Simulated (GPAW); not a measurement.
InSb3, 4 atoms in the cell. Symmetry: Pm-3m, No. 221, cubic system. Conventional cell: a = 4.806 Å, b = 4.806 Å, c = 4.806 Å, α = 90.00°, β = 90.00°, γ = 90.00°. Around Sb (site symmetry 4/mmm) lie 8 Sb at 3.40 Å and 4 In at 3.40 Å. Around In (site symmetry m-3m) lie 12 Sb at 3.40 Å. The cell comes from a database or a generator and needn't be the stable form of this composition.

```yaml
Program: GPAW 26.7.0
Task: single point
Functional: PBEsol
Potentials_or_basis: PAW data sets generated in the run's folder for this functional
Cutoff: 600 eV
Basis: pw
k_mesh: 6 × 6 × 6
Occupations: fermi-dirac, width 0.05 eV
Spin: no spin polarisation
Maxiter: 150
```

Potentials or basis: PAW data sets generated in the run's folder for this functional, pw.

Run with:

```console
$ gpaw-setup -f PBEsol In Sb
$ OMP_NUM_THREADS=1 python run.py
```

Hardware: 1 thread of Intel(R) Xeon(R) Platinum 8259CL CPU @ 2.50GHz (Skylake/Cascade Lake), with other jobs on the host.

**Question.** Estimate the wall time of this run.

**Answer.** Wall time 60 s on 1 thread of Intel(R) Xeon(R) Platinum 8259CL CPU @ 2.50GHz (Skylake/Cascade Lake), with other jobs on the host, peak memory 0.24 GiB. Counts: scf iterations 10, plane waves 3755, bands 45, k points 20.
